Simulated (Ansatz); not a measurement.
**CH6SSn: a ladder of functionals and wavefunction methods**

The task here is to estimate one member of a computed series from the others.

Method: functionals in def2-TZVPP, the program's frozen cores in correlated methods; program: Ansatz 0.2.0, Gaussian basis.

The runs, in order: LDA (SPW92), PBE-D4, revPBE-D4, BLYP-D4, r2SCAN-D4, B97M-V, PBE0-D4, B3LYP-D4, r2SCANh-D4, r2SCAN0-D4, HSE06-D4, BHLYP-D4, CAM-B3LYP-D4, LC-ωPBE, ωB97X-V, ωB97M-V, B2PLYP, PBE-QIDH; CCSD(T)/def2-SVP; CCSD(T)/def2-TZVPP; MP2/def2-QZVPP; extrapolation to the limit; RPA on PBE.

### The geometry

An earlier PBE0-D4 in a triple-zeta def2 set relaxation fixed the geometry. Sn takes the def2 core potential; no spin-orbit term is included.

SMILES `C[S][SnH3]`, 9 atoms, charge 0, spin multiplicity 1.

Atoms are counted from 1 here; the program's logs count them from 0.

Bond lengths: C1–S2 1.817 Å, C1–H4 1.090 Å, C1–H5 1.090 Å, C1–H6 1.090 Å, S2–Sn3 2.394 Å, Sn3–H7 1.709 Å, Sn3–H8 1.701 Å, Sn3–H9 1.709 Å. Angles: S2–C1–H4 106.6°, S2–C1–H5 111.6°, S2–C1–H6 111.6°, H4–C1–H5 108.6°, H4–C1–H6 108.6°, H5–C1–H6 109.9°, C1–S2–Sn3 99.5°, S2–Sn3–H7 108.9°, S2–Sn3–H8 106.7°, S2–Sn3–H9 108.9°, H7–Sn3–H8 111.5°, H7–Sn3–H9 109.2°, H8–Sn3–H9 111.5°.

Set-up of the first run:

in.yaml reads:

```yaml
crystal:
  periodic: [false, false, false]
  atoms:
    - {symbol: C, position_ang: [-0.754120, 1.047799, -0.988663]}
    - {symbol: S, position_ang: [-0.671177, -0.767019, -0.982153]}
    - {symbol: Sn, position_ang: [0.734126, -1.093562, 0.928576]}
    - {symbol: H, position_ang: [-1.380678, 1.327011, -1.835974]}
    - {symbol: H, position_ang: [0.231615, 1.493643, -1.124221]}
    - {symbol: H, position_ang: [-1.212481, 1.431548, -0.076836]}
    - {symbol: H, position_ang: [2.224690, -0.301288, 0.660554]}
    - {symbol: H, position_ang: [0.942263, -2.773284, 1.102558]}
    - {symbol: H, position_ang: [-0.025837, -0.411047, 2.298960]}
basis:
  gaussian: {orbitals: def2-TZVPP}
hamiltonian: {xc: lda}
output: {orbitals: {seedname: orbitals}}
```

Steps of the session up to this table: LDA; PBE-D4 (GGA); revPBE-D4 (GGA); BLYP-D4 (GGA); r2SCAN-D4 (meta-GGA); B97M-V (meta-GGA); PBE0-D4 (hybrid); B3LYP-D4 (hybrid); r2SCANh-D4 (hybrid); r2SCAN0-D4 (hybrid); HSE06-D4 (hybrid); BHLYP-D4 (hybrid); CAM-B3LYP-D4 (range-separated); LC-ωPBE-D4 (range-separated; the results give it without D4); ωB97X-V (range-separated); ωB97M-V (range-separated); B2PLYP (double hybrid); PBE-QIDH (double hybrid).

One of the session's tables, all rows but one given; the rest of the session is left out.

It belongs to the step «Frontier levels by functional». 

| functional | HOMO (eV) | gap (eV) |
| --- | --- | --- |
| LDA (SPW92) | -5.60 | 4.12 |
| PBE-D4 | -5.52 | 4.27 |
| revPBE-D4 | -5.48 | 4.33 |
| BLYP-D4 | -5.37 | 4.19 |
| r2SCAN-D4 | -5.76 | 4.84 |
| B97M-V | -5.90 | 4.87 |
| PBE0-D4 | -6.72 | 6.29 |
| B3LYP-D4 | ? | ? |
| r2SCANh-D4 | -6.21 | 5.57 |
| r2SCAN0-D4 | -6.88 | 6.65 |
| HSE06-D4 | -6.32 | 5.53 |
| BHLYP-D4 | -7.79 | 8.13 |
| CAM-B3LYP-D4 | -8.03 | 8.48 |
| LC-ωPBE | -9.41 | 10.96 |
| ωB97X-V | -9.06 | 10.49 |
| ωB97M-V | -8.90 | 10.03 |

Q: Estimate the row for B3LYP-D4 from the others.

Worked estimate for «HOMO (eV)». Against the share of exact exchange, BLYP-D4 (0, -5.37), BHLYP-D4 (0.5, -7.79) give a slope of -4.84 per unit share; at 0.2 the line stands at -6.34.

As computed: HOMO (eV): -6.49; gap (eV): 5.80. In «HOMO (eV)» the line misses by +0.15.
